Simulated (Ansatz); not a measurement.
**TiH2SCl2O (SMILES [OH][Ti]([SH])([Cl])[Cl]) at CCSD/STO-6G (sfX2C), part 1 of 2**

What is the adiabatic singlet–triplet gap of TiH2SCl2O at CCSD/STO-6G (sfX2C)? 

The results are computed with Ansatz 0.2.0.

2 further runs of the same task are left out: 2 set aside as unsound or not needed.

## (1) The structure to begin with

TiH2SCl2O: 7 atoms, total charge 0, spin state singlet. SMILES: `[OH][Ti]([SH])([Cl])[Cl]`. The shape is that of a PBE0-D4/def2-TZVP optimisation. This is one conformer, not always the lowest. The run starts from this shape.

Bond lengths: O1–Ti2 1.744 Å, Ti2–S3 2.268 Å, Ti2–Cl4 2.192 Å, Ti2–Cl5 2.188 Å, O1–H6 0.958 Å, S3–H7 1.349 Å. Angles: O1–Ti2–S3 104.3°, O1–Ti2–Cl4 112.2°, O1–Ti2–Cl5 111.5°, S3–Ti2–Cl4 109.9°, S3–Ti2–Cl5 109.5°, Cl4–Ti2–Cl5 109.4°, Ti2–O1–H6 149.2°, Ti2–S3–H7 90.9°.

## (2) A geometry optimisation at CCSD/STO-6G (sfX2C)

The input, run.yaml:

```yaml
crystal:
  periodic: [false, false, false]
  atoms:
    - symbol: O
      position_ang: [-1.377300, 0.558700, 0.862300]
    - symbol: Ti
      position_ang: [-0.135200, 0.038500, -0.245900]
    - symbol: S
      position_ang: [1.377700, -1.025800, 1.066100]
    - symbol: Cl
      position_ang: [-0.905600, -1.341600, -1.764100]
    - symbol: Cl
      position_ang: [0.823000, 1.739800, -1.232100]
    - symbol: H
      position_ang: [-1.863900, 1.272300, 1.275800]
    - symbol: H
      position_ang: [2.142400, -1.309900, -0.007900]
basis:
  gaussian: {orbitals: STO-6G.json}
hamiltonian: {pseudopotentials: {relativity: scalar}}
correlation: {method: ccsd}
relax: {}
output: {orbitals: {seedname: orbitals}}
```

The basis set STO-6G is read from a file made from the Basis Set Exchange's data (not shown).

The run is started by

```
$ ansatz run run.yaml --threads 1 --pin off --max-ram 2610MiB --events-out events.jsonl --progress --plain --runs-dir runs
```

Standard output:

```text
Warning: RAYON_NUM_THREADS=1 ignored (pool sized by the plan → 1); use --threads N
The last accepted step is kept in runs//last_step.txt (removed where the run ends without a failure and the disk answers)
Functional definition: HF
  name "HF"
  exchange = exact_x
  correlation = 0
698 factors; integrals over basis functions are off by at most 6.3e-5 eV
mean field evaluation 1: about -60973.1290 eV, gradient 4.0e1 eV
mean field evaluation 2: about -60973.1604 eV, gradient 4.0e1 eV
mean field evaluation 4: about -60979.2175 eV, gradient 2.0e0 eV
mean field evaluation 8: about -60979.2323 eV, gradient 4.9e-2 eV
mean field evaluation 16: about -60979.1856 eV, gradient 3.6e-1 eV
mean field -60979.23230867 eV, -2240.9454541353 hartree, gradient 2.2e-6 eV, S^2 0.000000; 0 other end points of the search recorded, 0 dependent functions left out
21 core orbitals not correlated: weight in the atoms' cores, before any rotation towards them, 1.000 or more for the frozen orbitals, at most 0.000 for the correlated occupied ones
reference -60979.23230867 eV, -2240.9454541353 hartree; 20, 20 occupied and 11, 11 virtual orbitals, 698 factors
second order -5.44399501 eV of doubles, -0.00000000 eV of singles
cycle   1  -5.43065814 eV  change    1.3e-2 eV  update   1.5e-1
cycle   2  -5.84376902 eV  change   -4.1e-1 eV  update   4.8e-2
cycle   3  -5.92110645 eV  change   -7.7e-2 eV  update   2.6e-2
cycle   4  -5.92675346 eV  change   -5.6e-3 eV  update   5.2e-3
cycle   5  -5.92551958 eV  change    1.2e-3 eV  update   2.4e-3
cycle   6  -5.92533120 eV  change    1.9e-4 eV  update   8.3e-4
cycle   7  -5.92509458 eV  change    2.4e-4 eV  update   2.4e-4
cycle   8  -5.92512134 eV  change   -2.7e-5 eV  update   9.5e-5
cycle   9  -5.92517286 eV  change   -5.2e-5 eV  update   2.2e-5
cycle  10  -5.92517549 eV  change   -2.6e-6 eV  update   7.6e-6
the calculation of the forces begins
relax step   1: F+E_penalty+E_count = -60985.15748415 eV  Δ(F+E_penalty+E_count) = +0.000e0 eV  max|allowed force component| = 3.343e0 eV/Å  Δτ_max = 0.0000 Å  (47 SCF iters, accepted)
these checks for a lower state are left out or cut short: starts, cluster_reference, orbital_swaps, neighbouring_geometries, increment
698 factors; integrals over basis functions are off by at most 7.1e-5 eV
mean field -60979.33406049 eV, -2240.9491934460 hartree, gradient 1.4e-6 eV, S^2 0.000000; 0 other end points of the search recorded, 0 dependent functions left out
21 core orbitals not correlated: weight in the atoms' cores, before any rotation towards them, 1.000 or more for the frozen orbitals, at most 0.000 for the correlated occupied ones
reference -60979.33406049 eV, -2240.9491934460 hartree; 20, 20 occupied and 11, 11 virtual orbitals, 698 factors
second order -5.48593069 eV of doubles, -0.00000000 eV of singles
cycle   1  -5.50622465 eV  change   -2.0e-2 eV  update   1.5e-1
cycle   2  -5.89993512 eV  change   -3.9e-1 eV  update   4.4e-2
cycle   3  -5.97801965 eV  change   -7.8e-2 eV  update   2.3e-2
cycle   4  -5.98332610 eV  change   -5.3e-3 eV  update   4.5e-3
cycle   5  -5.98241903 eV  change    9.1e-4 eV  update   1.9e-3
cycle   6  -5.98221897 eV  change    2.0e-4 eV  update   6.2e-4
cycle   7  -5.98200220 eV  change    2.2e-4 eV  update   1.8e-4
cycle   8  -5.98201671 eV  change   -1.5e-5 eV  update   6.4e-5
cycle   9  -5.98205281 eV  change   -3.6e-5 eV  update   1.5e-5
cycle  10  -5.98205215 eV  change    6.7e-7 eV  update   4.8e-6
the calculation of the forces begins
relax step   2: F+E_penalty+E_count = -60985.31611264 eV  Δ(F+E_penalty+E_count) = -1.586e-1 eV  max|allowed force component| = 8.146e-1 eV/Å  Δτ_max = 0.0770 Å  (43 SCF iters, accepted)
these checks for a lower state are left out or cut short: starts, cluster_reference, orbital_swaps, neighbouring_geometries, increment
698 factors; integrals over basis functions are off by at most 6.7e-5 eV
mean field evaluation 32: about -60979.2931 eV, gradient 4.6e-2 eV
mean field -60979.33869714 eV, -2240.9493638395 hartree, gradient 1.5e-6 eV, S^2 0.000000; 0 other end points of the search recorded, 0 dependent functions left out
21 core orbitals not correlated: weight in the atoms' cores, before any rotation towards them, 1.000 or more for the frozen orbitals, at most 0.000 for the correlated occupied ones
reference -60979.33869714 eV, -2240.9493638395 hartree; 20, 20 occupied and 11, 11 virtual orbitals, 698 factors
second order -5.51060020 eV of doubles, -0.00000000 eV of singles
cycle   1  -5.52655732 eV  change   -1.6e-2 eV  update   1.5e-1
cycle   2  -5.92269220 eV  change   -4.0e-1 eV  update   4.4e-2
cycle   3  -6.00124434 eV  change   -7.9e-2 eV  update   2.3e-2
cycle   4  -6.00658454 eV  change   -5.3e-3 eV  update   4.5e-3
cycle   5  -6.00569026 eV  change    8.9e-4 eV  update   1.9e-3
cycle   6  -6.00548282 eV  change    2.1e-4 eV  update   6.5e-4
cycle   7  -6.00524973 eV  change    2.3e-4 eV  update   1.8e-4
cycle   8  -6.00526715 eV  change   -1.7e-5 eV  update   6.7e-5
cycle   9  -6.00530404 eV  change   -3.7e-5 eV  update   1.6e-5
cycle  10  -6.00530348 eV  change    5.5e-7 eV  update   5.0e-6
the calculation of the forces begins
relax step   3: F+E_penalty+E_count = -60985.34400062 eV  Δ(F+E_penalty+E_count) = -2.789e-2 eV  max|allowed force component| = 4.011e-1 eV/Å  Δτ_max = 0.0458 Å  (35 SCF iters, accepted)
these checks for a lower state are left out or cut short: starts, cluster_reference, orbital_swaps, neighbouring_geometries, increment
698 factors; integrals over basis functions are off by at most 6.4e-5 eV
mean field -60979.34139524 eV, -2240.9494629931 hartree, gradient 1.3e-6 eV, S^2 0.000000; 0 other end points of the search recorded, 0 dependent functions left out
21 core orbitals not correlated: weight in the atoms' cores, before any rotation towards them, 1.000 or more for the frozen orbitals, at most 0.000 for the correlated occupied ones
reference -60979.34139524 eV, -2240.9494629931 hartree; 20, 20 occupied and 11, 11 virtual orbitals, 698 factors
second order -5.51747930 eV of doubles, -0.00000000 eV of singles
cycle   1  -5.53395574 eV  change   -1.6e-2 eV  update   1.5e-1
cycle   2  -5.93078256 eV  change   -4.0e-1 eV  update   4.4e-2
cycle   3  -6.00993444 eV  change   -7.9e-2 eV  update   2.3e-2
cycle   4  -6.01522475 eV  change   -5.3e-3 eV  update   4.6e-3
cycle   5  -6.01434598 eV  change    8.8e-4 eV  update   1.9e-3
cycle   6  -6.01413426 eV  change    2.1e-4 eV  update   6.6e-4
cycle   7  -6.01389121 eV  change    2.4e-4 eV  update   1.9e-4
cycle   8  -6.01391188 eV  change   -2.1e-5 eV  update   6.8e-5
cycle   9  -6.01394886 eV  change   -3.7e-5 eV  update   1.6e-5
cycle  10  -6.01394827 eV  change    6.0e-7 eV  update   5.1e-6
the calculation of the forces begins
relax step   4: F+E_penalty+E_count = -60985.35534351 eV  Δ(F+E_penalty+E_count) = -1.134e-2 eV  max|allowed force component| = 4.935e-1 eV/Å  Δτ_max = 0.0169 Å  (36 SCF iters, accepted)
these checks for a lower state are left out or cut short: starts, cluster_reference, orbital_swaps, neighbouring_geometries, increment
698 factors; integrals over basis functions are off by at most 6.7e-5 eV
mean field -60979.42813389 eV, -2240.9526505793 hartree, gradient 2.7e-6 eV, S^2 0.000000; 0 other end points of the search recorded, 0 dependent functions left out
21 core orbitals not correlated: weight in the atoms' cores, before any rotation towards them, 1.000 or more for the frozen orbitals, at most 0.000 for the correlated occupied ones
reference -60979.42813389 eV, -2240.9526505793 hartree; 20, 20 occupied and 11, 11 virtual orbitals, 698 factors
second order -5.51263410 eV of doubles, -0.00000000 eV of singles
cycle   1  -5.53270130 eV  change   -2.0e-2 eV  update   1.4e-1
cycle   2  -5.92385176 eV  change   -3.9e-1 eV  update   4.3e-2
cycle   3  -6.00237747 eV  change   -7.9e-2 eV  update   2.2e-2
cycle   4  -6.00713536 eV  change   -4.8e-3 eV  update   4.4e-3
cycle   5  -6.00636028 eV  change    7.8e-4 eV  update   1.8e-3
cycle   6  -6.00615231 eV  change    2.1e-4 eV  update   6.3e-4
cycle   7  -6.00591250 eV  change    2.4e-4 eV  update   1.7e-4
cycle   8  -6.00593930 eV  change   -2.7e-5 eV  update   6.2e-5
cycle   9  -6.00597230 eV  change   -3.3e-5 eV  update   1.4e-5
cycle  10  -6.00597139 eV  change    9.1e-7 eV  update   4.6e-6
the calculation of the forces begins
relax step   5: F+E_penalty+E_count = -60985.43410528 eV  Δ(F+E_penalty+E_count) = -7.876e-2 eV  max|allowed force component| = 1.641e-1 eV/Å  Δτ_max = 0.2000 Å  (41 SCF iters, accepted)
these checks for a lower state are left out or cut short: starts, cluster_reference, orbital_swaps, neighbouring_geometries, increment
698 factors; integrals over basis functions are off by at most 6.8e-5 eV
mean field evaluation 64: about -60979.4333 eV, gradient 7.5e-7 eV
mean field -60979.43328305 eV, -2240.9528398078 hartree, gradient 8.2e-7 eV, S^2 0.000000; 0 other end points of the search recorded, 0 dependent functions left out
21 core orbitals not correlated: weight in the atoms' cores, before any rotation towards them, 1.000 or more for the frozen orbitals, at most 0.000 for the correlated occupied ones
reference -60979.43328305 eV, -2240.9528398078 hartree; 20, 20 occupied and 11, 11 virtual orbitals, 698 factors
second order -5.51120035 eV of doubles, -0.00000000 eV of singles
cycle   1  -5.53022057 eV  change   -1.9e-2 eV  update   1.5e-1
cycle   2  -5.92172516 eV  change   -3.9e-1 eV  update   4.3e-2
cycle   3  -6.00014208 eV  change   -7.8e-2 eV  update   2.2e-2
cycle   4  -6.00487248 eV  change   -4.7e-3 eV  update   4.4e-3
cycle   5  -6.00409899 eV  change    7.7e-4 eV  update   1.8e-3
cycle   6  -6.00389286 eV  change    2.1e-4 eV  update   6.3e-4
cycle   7  -6.00365384 eV  change    2.4e-4 eV  update   1.8e-4
cycle   8  -6.00368156 eV  change   -2.8e-5 eV  update   6.2e-5
cycle   9  -6.00371451 eV  change   -3.3e-5 eV  update   1.4e-5
cycle  10  -6.00371364 eV  change    8.6e-7 eV  update   4.5e-6
the calculation of the forces begins
relax step   6: F+E_penalty+E_count = -60985.43699670 eV  Δ(F+E_penalty+E_count) = -2.891e-3 eV  max|allowed force component| = 2.104e-2 eV/Å  Δτ_max = 0.0422 Å  (35 SCF iters, accepted)
these checks for a lower state are left out or cut short: starts, cluster_reference, orbital_swaps, neighbouring_geometries, increment
698 factors; integrals over basis functions are off by at most 6.9e-5 eV
mean field -60979.43409117 eV, -2240.9528695055 hartree, gradient 2.6e-6 eV, S^2 0.000000; 0 other end points of the search recorded, 0 dependent functions left out
21 core orbitals not correlated: weight in the atoms' cores, before any rotation towards them, 1.000 or more for the frozen orbitals, at most 0.000 for the correlated occupied ones
reference -60979.43409117 eV, -2240.9528695055 hartree; 20, 20 occupied and 11, 11 virtual orbitals, 698 factors
second order -5.51064942 eV of doubles, -0.00000000 eV of singles
cycle   1  -5.52937121 eV  change   -1.9e-2 eV  update   1.5e-1
cycle   2  -5.92098286 eV  change   -3.9e-1 eV  update   4.3e-2
cycle   3  -5.99936912 eV  change   -7.8e-2 eV  update   2.2e-2
cycle   4  -6.00409960 eV  change   -4.7e-3 eV  update   4.4e-3
cycle   5  -6.00332571 eV  change    7.7e-4 eV  update   1.8e-3
cycle   6  -6.00311961 eV  change    2.1e-4 eV  update   6.3e-4
cycle   7  -6.00288081 eV  change    2.4e-4 eV  update   1.8e-4
cycle   8  -6.00290845 eV  change   -2.8e-5 eV  update   6.2e-5
cycle   9  -6.00294160 eV  change   -3.3e-5 eV  update   1.4e-5
cycle  10  -6.00294074 eV  change    8.5e-7 eV  update   4.5e-6
the calculation of the forces begins
relax step   7: F+E_penalty+E_count = -60985.43703191 eV  Δ(F+E_penalty+E_count) = -3.521e-5 eV  max|allowed force component| = 8.004e-3 eV/Å  Δτ_max = 0.0041 Å  (36 SCF iters, accepted)
698 factors; integrals over basis functions are off by at most 6.9e-5 eV
mean field evaluation 96: about -60976.8199 eV, gradient 3.1e1 eV
mean field -60979.43409117 eV, -2240.9528695055 hartree, gradient 2.6e-6 eV, S^2 0.000000; 1 other end points of the search recorded, 0 dependent functions left out
21 core orbitals not correlated: weight in the atoms' cores, before any rotation towards them, 1.000 or more for the frozen orbitals, at most 0.000 for the correlated occupied ones
reference -60979.43409117 eV, -2240.9528695055 hartree; 20, 20 occupied and 11, 11 virtual orbitals, 698 factors
second order -5.51064942 eV of doubles, -0.00000000 eV of singles
cycle   1  -5.52937121 eV  change   -1.9e-2 eV  update   1.5e-1
cycle   2  -5.92098286 eV  change   -3.9e-1 eV  update   4.3e-2
cycle   3  -5.99936912 eV  change   -7.8e-2 eV  update   2.2e-2
cycle   4  -6.00409960 eV  change   -4.7e-3 eV  update   4.4e-3
cycle   5  -6.00332571 eV  change    7.7e-4 eV  update   1.8e-3
cycle   6  -6.00311961 eV  change    2.1e-4 eV  update   6.3e-4
cycle   7  -6.00288080 eV  change    2.4e-4 eV  update   1.8e-4
cycle   8  -6.00290846 eV  change   -2.8e-5 eV  update   6.2e-5
cycle   9  -6.00294160 eV  change   -3.3e-5 eV  update   1.4e-5
cycle  10  -6.00294074 eV  change    8.7e-7 eV  update   4.5e-6
the calculation of the forces begins
Total energy: -60985.43703191 eV, -2241.1734735087 hartree
Relativity: scalar
Atom 0 at    -1.274325     0.686068     0.777867 Å, force     0.005152    -0.002171    -0.000486 eV/Å
Atom 1 at    -0.084244     0.077110    -0.224734 Å, force    -0.006863     0.007093    -0.008004 eV/Å
Atom 2 at     1.361946    -0.993333     1.076239 Å, force    -0.002554    -0.000885    -0.002506 eV/Å
Atom 3 at    -0.966517    -1.291590    -1.703177 Å, force     0.004366     0.002447     0.005276 eV/Å
Atom 4 at     0.905892     1.715850    -1.307275 Å, force    -0.002396    -0.005795     0.003437 eV/Å
Atom 5 at    -2.004880     1.066781     1.342485 Å, force     0.000138    -0.000289     0.000504 eV/Å
Atom 6 at     2.123228    -1.328886    -0.007206 Å, force     0.002156    -0.000399     0.001779 eV/Å
Dipole moment:    -0.318110     0.099402     0.744260 e Å
```

Wall time 76 s (1 thread of Arm Neoverse V2, shared host); peak memory 0.17 GiB.

Steps, from the record of the run:

```csv
step,energy from the first frame kept (eV),largest force (eV/Å)
1,0.0000,5.2709
2,-0.1586,0.9170
3,-0.1865,0.6012
4,-0.1979,0.5441
5,-0.2766,0.2517
6,-0.2795,0.0270
7,-0.2795,0.0127
```

After the run. Bond lengths: O1–Ti2 1.671 Å, Ti2–S3 2.220 Å, Ti2–Cl4 2.199 Å, Ti2–Cl5 2.199 Å, O1–H6 0.999 Å, S3–H7 1.366 Å. Angles: O1–Ti2–S3 106.7°, O1–Ti2–Cl4 110.1°, O1–Ti2–Cl5 110.1°, S3–Ti2–Cl4 110.8°, S3–Ti2–Cl5 110.8°, Cl4–Ti2–Cl5 108.3°, Ti2–O1–H6 177.5°, Ti2–S3–H7 91.0°.

(Continued in part 2 of 2.)
